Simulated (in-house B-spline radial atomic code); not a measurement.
# Xe⁶⁺: a two-valence-electron spectrum

Aim: the levels, terms and lines of the two outer electrons of Xe⁶⁺ (core: [Kr] 4d10), by configuration interaction with and without the many-body corrections.

The numbers are computed with an in-house B-spline radial atomic code, version 1 (configuration interaction of two valence electrons in the frozen-core Dirac-Hartree-Fock potential, then with screened core-valence correlation, Breit and QED (CI+MBPT), no-pair Dirac, B-spline basis), except any that are marked as measured or tabulated.

### 1 The system

```
element : xenon (Z = 54)
charge  : +6
core    : [Kr] 4d10
nucleus : mass number 132, rms radius 4.786 fm
```

### 2 The run

Settings:

```ini
basis_form = 3
Z = 54
core_configuration = [Kr] 4d10
rms_radius = 4.7859
mass_number = 132
speed_of_light = 137.035999084
box_radius = 11.25
lmax = 6
intervals = 62
virtual_cutoff = 5832.0
```

Started as:

```sh
> python run_mb.py task.json out
```

task.json holds these settings.

Further steps of the session: Transitions.

Before running it: what results should come out? Wanted: ground level; ionisation energy; first excited level; strongest line from the ground level; largest CI block.

The runs gave:

| quantity | value |
| --- | --- |
| ground level | 5s2 1S0 |
| ionisation energy | 91.987 eV (plain CI 90.382 eV) |
| first excited level | 5s5p 3P°0 at 95894 cm⁻¹ |
| strongest line from the ground level | 5s5p 1P°1, 69.70 nm, gf = 1.60 |
| largest CI block | 2746 |
| semi-empirical ionisation energy | 91.600 ± 0.5 eV (NIST Atomic Spectra Database, ionization energies) |

**Reading.** 5s2 1S0 lies lowest. Plain CI gives 90.382 eV for ionisation, the corrected calculation 91.987 eV. The lowest 12 levels have a mean term purity of 0.93, though 2 of them mix. The spin-changing line from 5s5p 3P°1 has a rate of 8.12e+07 1/s, against 7.30e+09 1/s for the strongest allowed line to the ground level; rates also scale with the cube of the energy, so the ratio isn't the spin rule alone. The semi-empirical ionisation energy is 91.600 ± 0.5 eV, so the final value is off by +0.42 %, within the tabulated uncertainty.
